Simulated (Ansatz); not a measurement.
# Zr2V: the cost of one run

Computed with Ansatz 0.2.0 (DFT PBE, scalar-relativistic, plane waves, PAW, unless a step's input says otherwise).

The COD entry's cell or inner coordinates are ideal or old and differ from later refinements, so a difference from it is no clean test against experiment.

1 further run of the same task is left out (it didn't finish).

## (1) Starting point

It takes space group Pn-3m (No. 224, cubic). The conventional cell has a = 4.681 Å, b = 4.681 Å, c = 4.681 Å, α = 90.00°, β = 90.00°, γ = 90.00°. Zr (site symmetry -3m) has 2 V at 2.03 Å as nearest neighbours. V (site symmetry -43m) has 4 Zr at 2.03 Å as nearest neighbours.

Coordinates:

```cif
data_structure
_symmetry_space_group_name_H-M 'P 1'
_symmetry_Int_Tables_number 1
_cell_length_a 4.6807
_cell_length_b 4.6807
_cell_length_c 4.6807
_cell_angle_alpha 90.000
_cell_angle_beta 90.000
_cell_angle_gamma 90.000
_cell_volume 102.55
loop_
_atom_site_label
_atom_site_type_symbol
_atom_site_fract_x
_atom_site_fract_y
_atom_site_fract_z
_atom_site_occupancy
Zr1 Zr 0.25000 0.25000 0.25000 1
Zr2 Zr 0.25000 0.75000 0.75000 1
Zr3 Zr 0.75000 0.75000 0.25000 1
Zr4 Zr 0.75000 0.25000 0.75000 1
V1 V 0.00000 0.00000 0.00000 1
V2 V 0.50000 0.50000 0.50000 1
```

(A quick probe on a coarse mesh, which set the mesh and smearing, is not shown.)

## (3) A loose first relaxation

input.yaml

```yaml
crystal:
  lattice:
    - [4.6806781788, 0.0, 0.0]
    - [0.0, 4.6806781788, 0.0]
    - [0.0, 0.0, 4.6806781788]
  atoms:
    - { symbol: Zr, position: [0.25, 0.25, 0.25] }
    - { symbol: Zr, position: [0.25, 0.75, 0.75] }
    - { symbol: Zr, position: [0.75, 0.75, 0.25] }
    - { symbol: Zr, position: [0.75, 0.25, 0.75] }
    - { symbol: V, position: [0.0, 0.0, 0.0] }
    - { symbol: V, position: [0.5, 0.5, 0.5] }
basis:
  ecutwfc: 420
kpoints:
  mp_grid: { grid: [4, 4, 4] }
hamiltonian:
  xc: pbe
scf:
  occupations: { method: gaussian, width: 0.1 }
  lower_state_search: "off"
output:
  forces: true
  stress: true
  eigenvalues: true
relax:
  adjacent_minimum: "off"
  f_tol: 0.04
  max_steps: 70
  cell: { stress_tol: 0.4 }
```

Launch:

```console
$ ansatz run input.yaml --threads 1 --pin off --max-ram 2560MiB --backend cpu --events-out ev --progress --plain --runs-dir out
```

**Question.** How long does this run take on 1 thread of Intel Xeon Platinum 8488C (Sapphire Rapids), shared host, and how much memory does it need?

About 32 s, with a peak of 0.47 GiB.
